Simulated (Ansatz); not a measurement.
**Hf2Pd2Se2Br2O3 under changes of volume**

One of the cells (20.365 Å³/atom); the others are scaled copies at fixed shape and fractional positions:

```
Hf Pd Se Br O
1.0
     5.76069    0.00496   -0.00286
    -0.52750    5.84664    0.03413
    -1.48435   -0.92642    6.64586
Hf Pd Se Br O
2 2 2 2 3
Direct
  0.74540 0.39602 0.34989
  0.28763 0.45322 0.59401
  0.90854 0.13294 0.84849
  0.25249 0.90323 0.35874
  0.63469 0.40355 0.93716
  0.62597 0.78174 0.53023
  0.85273 0.99089 0.15355
  0.22526 0.82084 0.86223
  0.96040 0.28925 0.59026
  0.43233 0.24524 0.40864
  0.07457 0.58308 0.36682
```

The cell was built by a generator and needn't be a form met in nature.

- Program: Ansatz 0.2.0
- Functional: PBE
- Potentials or basis: Ansatz PAW
- Cutoff: 420 eV (not typed: the program's choice for these potentials)
- k mesh: 5 × 5 × 4
- Occupations: fermi-dirac, width 0.05 eV
- Spin: no spin polarisation

```csv
volume (Å³/atom),energy over the lowest point (meV/atom),pressure (GPa),gap on the mesh (eV),largest force (eV/Å)
19.143,?,?,?,?
19.550,10.92,4.5,0.24,0.627
19.957,2.62,2.1,0.23,0.300
20.365,0.00,0.0,0.22,0.008
20.772,2.45,-1.9,0.21,0.290
21.179,9.44,-3.6,0.21,0.555
21.586,20.51,-5.1,0.20,0.802
```

Question: What does the run at 19.143 Å³/atom give?

Answer: Energy over the lowest point 25.57 meV/atom; pressure 7.1 GPa; gap on the mesh 0.24 eV; largest force 0.980 eV/Å.

Worked out: A Birch-Murnaghan fit of order 3 (a polynomial in V^(-2/3)) to the other rows has its minimum at 20.36 Å³/atom with B0 = V·E''(V) = 100 GPa and B' = 4.5 at fixed shape and positions, which overstates the stiffness. It gives 25.54 meV/atom at 19.143 Å³/atom, against the run's 25.57, and -dE/dV = 7.1 GPa, against 7.1. A straight line through the other rows of the gap, of slope -0.39 eV per unit of ln V, extrapolates to 0.25 eV, against the run's 0.24.

Energies are extrapolated to zero smearing.

Caveats: odd divisions of the mesh miss points on the zone boundary, where band edges often lie, so the gap on the mesh can be too wide; spin-orbit coupling is left out, which moves the levels of the heavy elements.

A mesh can miss the band edges.
